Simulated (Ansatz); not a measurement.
# C₂H₁₁GeNSi: small, medium and large basis sets

An exercise on one series of results from a longer session: the logs are not shown, and one member is left open.

Method: one geometry, several basis sets; program: Ansatz 0.2.0, Gaussian basis.

Plan: PBE0-D4/def2-SVP; ωB97M-V/def2-SVP; PBE0-D4/def2-QZVPP; ωB97M-V/def2-QZVPP; the functionals' def2-TZVPP values are taken from earlier runs.

## Structure used throughout

An earlier PBE0-D4 in a triple-zeta def2 set relaxation fixed the geometry.

SMILES `C[SiH2][N](C)[GeH3]`, 16 atoms, charge 0, spin multiplicity 1.

Atoms are counted from 1 here; the program's logs count them from 0.

Bond lengths: C1–Si2 1.870 Å, C1–H6 1.093 Å, C1–H7 1.094 Å, C1–H8 1.093 Å, Si2–N3 1.722 Å, Si2–H9 1.488 Å, Si2–H10 1.493 Å, N3–C4 1.455 Å, N3–Ge5 1.838 Å, C4–H11 1.096 Å, C4–H12 1.098 Å, C4–H13 1.095 Å, Ge5–H14 1.533 Å, Ge5–H15 1.545 Å, Ge5–H16 1.541 Å. Angles: Si2–C1–H6 111.1°, Si2–C1–H7 110.6°, Si2–C1–H8 111.1°, H6–C1–H7 107.7°, H6–C1–H8 108.1°, H7–C1–H8 108.2°, C1–Si2–N3 114.3°, C1–Si2–H9 109.5°, C1–Si2–H10 107.8°, N3–Si2–H9 107.2°, N3–Si2–H10 108.3°, H9–Si2–H10 109.8°, Si2–N3–C4 118.6°, Si2–N3–Ge5 124.6°, C4–N3–Ge5 115.8°, N3–C4–H11 111.3°, N3–C4–H12 113.0°, N3–C4–H13 110.5° and more.

Geometry (Å):

```xyz
16
C2H11GeNSi
C    -0.2729   -0.3530    2.3021
Si    0.6216   -0.8730    0.7447
N     0.0924   -0.0631   -0.6798
C    -1.2394   -0.3507   -1.1909
Ge    0.9542    1.3660   -1.4496
H    -1.3491   -0.5236    2.2127
H     0.0854   -0.9278    3.1610
H    -0.1145    0.7077    2.5123
H     2.0766   -0.5983    0.8910
H     0.4007   -2.3381    0.5599
H    -1.2551   -0.3414   -2.2868
H    -1.9965    0.3643   -0.8428
H    -1.5632   -1.3495   -0.8793
H     2.3680    1.4469   -0.8621
H     0.1832    2.6760   -1.1747
H     0.9855    1.1349   -2.9733
```

Set-up of the first run:

Input file in.yaml:

```yaml
crystal:
  periodic: [false, false, false]
  atoms:
    - {symbol: C, position_ang: [-0.272902, -0.352981, 2.302106]}
    - {symbol: Si, position_ang: [0.621575, -0.872955, 0.744722]}
    - {symbol: N, position_ang: [0.092382, -0.063083, -0.679828]}
    - {symbol: C, position_ang: [-1.239374, -0.350651, -1.190925]}
    - {symbol: Ge, position_ang: [0.954159, 1.365955, -1.449649]}
    - {symbol: H, position_ang: [-1.349080, -0.523646, 2.212655]}
    - {symbol: H, position_ang: [0.085360, -0.927806, 3.160979]}
    - {symbol: H, position_ang: [-0.114474, 0.707720, 2.512296]}
    - {symbol: H, position_ang: [2.076576, -0.598302, 0.890955]}
    - {symbol: H, position_ang: [0.400670, -2.338083, 0.559873]}
    - {symbol: H, position_ang: [-1.255143, -0.341359, -2.286814]}
    - {symbol: H, position_ang: [-1.996472, 0.364315, -0.842782]}
    - {symbol: H, position_ang: [-1.563166, -1.349469, -0.879307]}
    - {symbol: H, position_ang: [2.367984, 1.446861, -0.862059]}
    - {symbol: H, position_ang: [0.183247, 2.676045, -1.174655]}
    - {symbol: H, position_ang: [0.985457, 1.134935, -2.973267]}
basis:
  gaussian: {orbitals: def2-SVP}
hamiltonian: {xc: pbe0, dispersion: d4}
output: {orbitals: {seedname: orbitals}}
```

Launch:

```sh
$ ansatz run in.yaml --threads 4 --pin off --events-out ev --progress --plain --max-ram 11315MiB
```

Among the steps run: PBE0-D4 in def2-SVP; ωB97M-V in def2-SVP; PBE0-D4 in def2-QZVPP; ωB97M-V in def2-QZVPP.

One table of the session follows, with a row left open; its other results are not shown here.

It belongs to the step «Density functionals: the series». 

```
functional       basis  HOMO (eV)  LUMO (eV)
   PBE0-D4    def2-SVP      -6.58       0.73
   PBE0-D4  def2-TZVPP      -6.67       0.42
   PBE0-D4  def2-QZVPP      -6.69       0.21
   ωB97M-V    def2-SVP      -8.83       2.54
   ωB97M-V  def2-TZVPP          ?          ?
   ωB97M-V  def2-QZVPP      -8.96       1.56
```

Estimate the missing values for ωB97M-V, def2-TZVPP.

**Answer.** HOMO (eV): -8.95; LUMO (eV): 2.08. In the column «HOMO (eV)» it lies between ωB97M-V, def2-QZVPP (-8.96) and ωB97M-V, def2-SVP (-8.83).
